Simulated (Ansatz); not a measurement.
# F2H3NSi: the cost of one run

The runs use Ansatz 0.2.0, Gaussian basis; PBE0-D4/def2-SVP.

## Step 1: The system as given

The start, a first-order saddle point found at PBE0-D4 in triple zeta: 7 atoms, charge 0, spin multiplicity 1.

Atoms are counted from 1 here; the program's logs count them from 0.

Bond lengths: Si1–F2 1.604 Å, Si1–F3 1.602 Å, Si1–H4 1.621 Å, Si1–N5 1.844 Å, N5–H6 1.014 Å, N5–H7 1.017 Å. Angles: F2–Si1–F3 105.4°, F2–Si1–H4 116.8°, F2–Si1–N5 100.1°, F3–Si1–H4 131.9°, F3–Si1–N5 105.5°, H4–Si1–N5 47.2°, Si1–N5–H6 119.9°, Si1–N5–H7 123.3°, H6–N5–H7 112.0°.

Geometry (Å):

```xyz
7
charge 0, multiplicity 1
Si   -0.30502   -0.90149   -0.33314
F     1.07670   -1.25014   -1.06880
F    -1.31302   -0.47302   -1.50269
H    -0.21395   -0.47631    1.22893
N     0.16632    0.66752    0.51254
H    -0.52488    1.39804    0.64529
H     1.11396    1.03540    0.51788
```

## Step 2: The run

Input file md/in.yaml:

```yaml
crystal:
  periodic: [false, false, false]
  atoms:
    - {symbol: Si, position_ang: [-0.305018, -0.901488, -0.333141]}
    - {symbol: F, position_ang: [1.076699, -1.250137, -1.068800]}
    - {symbol: F, position_ang: [-1.313024, -0.473020, -1.502692]}
    - {symbol: H, position_ang: [-0.213952, -0.476311, 1.228927]}
    - {symbol: N, position_ang: [0.166320, 0.667518, 0.512539]}
    - {symbol: H, position_ang: [-0.524883, 1.398037, 0.645286]}
    - {symbol: H, position_ang: [1.113958, 1.035400, 0.517882]}
basis:
  gaussian: {orbitals: def2-SVP}
hamiltonian: {xc: pbe0, dispersion: d4}
md: {n_steps: 60, timestep: 0.25, temperature: 200, ensemble: nve, seed: 877, initial_velocities: maxwell_boltzmann}
```

The run is started by

```bash
ansatz run in.yaml --threads 2 --pin off --events-out ev --progress --plain --max-ram 4352MiB
```

**Question.** How long does this run take on 2 threads of Arm Neoverse V1, shared host?

About 74 s.
